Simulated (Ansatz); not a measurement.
# Na2Al2O: the cost of one run

Method: DFT PBE, scalar-relativistic, plane waves, PAW, in Ansatz 0.2.0.

## 1. The starting structure

The structure is orthorhombic, space group Cmmm (No. 65). Conventional cell: a = 5.248 Å, b = 5.601 Å, c = 6.296 Å, α = 90.00°, β = 90.00°, γ = 90.00°. Around Na (site symmetry 2/m) lie 2 O at 1.92 Å. Around Al (site symmetry mm2) lie 1 Al at 2.17 Å. O (site symmetry mmm) is surrounded by 4 Na at 1.92 Å.

As a file:

```cif
data_structure
_symmetry_space_group_name_H-M 'P 1'
_symmetry_Int_Tables_number 1
_cell_length_a 3.8377
_cell_length_b 3.8377
_cell_length_c 6.2962
_cell_angle_alpha 90.000
_cell_angle_beta 90.000
_cell_angle_gamma 93.727
_cell_volume 92.54
loop_
_atom_site_label
_atom_site_type_symbol
_atom_site_fract_x
_atom_site_fract_y
_atom_site_fract_z
_atom_site_occupancy
Na1 Na 0.00000 0.50000 0.50000 1
Na2 Na 0.50000 0.00000 0.50000 1
Al1 Al 0.50000 0.50000 0.17260 1
Al2 Al 0.50000 0.50000 0.82740 1
O1 O 0.00000 0.00000 0.50000 1
```

The cell is invented: random cell by space group and Wyckoff sites (Cmmm, No. 65). Its size is a rough estimate.

## 2. The guess as it stands, on a coarse mesh

File input.yaml:

```yaml
crystal:
  lattice:
    - [2.62400046, -2.80051039, 0.0]
    - [2.62400046, 2.80051039, 0.0]
    - [0.0, 0.0, 6.29623097]
  atoms:
    - { symbol: Na, position: [0.0, 0.5, 0.5] }
    - { symbol: Na, position: [0.5, 0.0, 0.5] }
    - { symbol: Al, position: [0.5, 0.5, 0.17260174] }
    - { symbol: Al, position: [0.5, 0.5, 0.82739826] }
    - { symbol: O, position: [0.0, 0.0, 0.5] }
basis:
  ecutwfc: 420
kpoints:
  mp_grid: { grid: [4, 4, 4] }
hamiltonian:
  xc: pbe
scf:
  occupations: { method: gaussian, width: 0.1 }
  lower_state_search: "off"
output:
  forces: true
  stress: true
  eigenvalues: true
```

Run with:

```sh
$ ansatz run input.yaml --threads 1 --pin off --max-ram 2560MiB --backend cpu --events-out ev --progress --plain --runs-dir out
```

What time and memory should one allow on 1 thread of Arm Neoverse V1, shared host?

About 2.5 s, with a peak of 0.32 GiB.
